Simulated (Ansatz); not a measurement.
# C3H5I: one species, many methods

One table from this session's results is given with a row withheld; the runs are named, their logs left out.

Method: functionals in def2-TZVPP, the program's frozen cores in correlated methods; program: Ansatz 0.2.0, Gaussian basis.

The runs, in order: LDA (SPW92), PBE-D4, revPBE-D4, BLYP-D4, r2SCAN-D4, B97M-V, PBE0-D4, B3LYP-D4, r2SCANh-D4, r2SCAN0-D4, HSE06-D4, BHLYP-D4, CAM-B3LYP-D4, LC-ωPBE, ωB97X-V, ωB97M-V, B2PLYP, PBE-QIDH; CCSD(T)/def2-SVP; CCSD(T)/def2-TZVPP; MP2/def2-QZVPP; extrapolation to the limit; RPA on PBE.

### Structure used throughout

All runs share one geometry, relaxed beforehand with PBE0-D4 in a triple-zeta def2 set. I takes the def2 core potential; no spin-orbit term is included.

SMILES `C/C=C/I`, 9 atoms, charge 0, spin multiplicity 1.

Atoms are counted from 1 here; the program's logs count them from 0.

Bond lengths: C1–C2 1.491 Å, C1–H5 1.094 Å, C1–H6 1.094 Å, C1–H7 1.091 Å, C2–C3 1.323 Å, C2–H8 1.087 Å, C3–I4 2.078 Å, C3–H9 1.083 Å. Angles: C2–C1–H5 110.7°, C2–C1–H6 110.7°, C2–C1–H7 111.8°, H5–C1–H6 106.9°, H5–C1–H7 108.4°, H6–C1–H7 108.4°, C1–C2–C3 123.5°, C1–C2–H8 117.1°, C3–C2–H8 119.5°, C2–C3–I4 123.6°, C2–C3–H9 123.3°, I4–C3–H9 113.1°.

Geometry (Å):

```mol
C3H5I
  3D, bonds by distance, orders not assigned

  9  8  0  0  0  0  0  0  0  0999 V2000
   -0.0090    1.2292   -0.0331 C   0  0
   -0.4287   -0.1993    0.0445 C   0  0
    0.4198   -1.2128   -0.0084 C   0  0
   -0.1608   -3.2050    0.0993 I   0  0
   -0.3192    1.7720    0.8651 H   0  0
   -0.4848    1.7260   -0.8841 H   0  0
    1.0725    1.3280   -0.1381 H   0  0
   -1.4920   -0.3970    0.1499 H   0  0
    1.4907   -1.0874   -0.1123 H   0  0
  1  2  8  0
  2  3  8  0
  3  4  8  0
  1  5  8  0
  1  6  8  0
  1  7  8  0
  2  8  8  0
  3  9  8  0
M  END
```

The first run:

File in.yaml:

```yaml
crystal:
  periodic: [false, false, false]
  atoms:
    - {symbol: C, position_ang: [-0.009045, 1.229175, -0.033059]}
    - {symbol: C, position_ang: [-0.428660, -0.199290, 0.044510]}
    - {symbol: C, position_ang: [0.419810, -1.212787, -0.008426]}
    - {symbol: I, position_ang: [-0.160828, -3.205024, 0.099289]}
    - {symbol: H, position_ang: [-0.319160, 1.771984, 0.865083]}
    - {symbol: H, position_ang: [-0.484789, 1.726032, -0.884109]}
    - {symbol: H, position_ang: [1.072504, 1.327952, -0.138064]}
    - {symbol: H, position_ang: [-1.492042, -0.396996, 0.149908]}
    - {symbol: H, position_ang: [1.490708, -1.087447, -0.112332]}
basis:
  gaussian: {orbitals: def2-TZVPP}
hamiltonian: {xc: lda}
output: {orbitals: {seedname: orbitals}}
```

On the command line:

```
ansatz run in.yaml --threads 4 --pin off --events-out ev --progress --plain --max-ram 10444MiB
```

Steps of the session up to this table: LDA; PBE-D4 (GGA); revPBE-D4 (GGA); BLYP-D4 (GGA); r2SCAN-D4 (meta-GGA); B97M-V (meta-GGA); B3LYP-D4 (hybrid); r2SCANh-D4 (hybrid); r2SCAN0-D4 (hybrid); HSE06-D4 (hybrid); BHLYP-D4 (hybrid); CAM-B3LYP-D4 (range-separated); LC-ωPBE (range-separated); ωB97X-V (range-separated); ωB97M-V (range-separated); B2PLYP (double hybrid); PBE-QIDH (double hybrid).

One of the session's tables, all rows but one given; the rest of the session is left out.

It belongs to the step «Frontier levels by functional». 

```
  functional  HOMO (eV)  gap (eV)
 LDA (SPW92)      -5.88      4.29
      PBE-D4      -5.72      4.32
   revPBE-D4      -5.67      4.34
     BLYP-D4      -5.55      4.24
   r2SCAN-D4      -5.94      4.78
      B97M-V      -5.94      4.81
     PBE0-D4      -6.78      6.30
    B3LYP-D4      -6.56      5.82
  r2SCANh-D4          ?         ?
  r2SCAN0-D4      -6.92      6.60
    HSE06-D4      -6.39      5.53
    BHLYP-D4      -7.68      8.16
CAM-B3LYP-D4      -8.01      8.59
     LC-ωPBE      -9.33     11.12
     ωB97X-V      -8.98     10.63
     ωB97M-V      -8.88     10.34
```

Q: Estimate the row for r2SCANh-D4 from the others.

Worked estimate for «HOMO (eV)». Against the share of exact exchange, r2SCAN-D4 (0, -5.94), r2SCAN0-D4 (0.25, -6.92) give a slope of -3.92 per unit share; at 0.1 the line stands at -6.33.

**Answer.** HOMO (eV): -6.33; gap (eV): 5.51. In «HOMO (eV)» the line misses by 0.00.
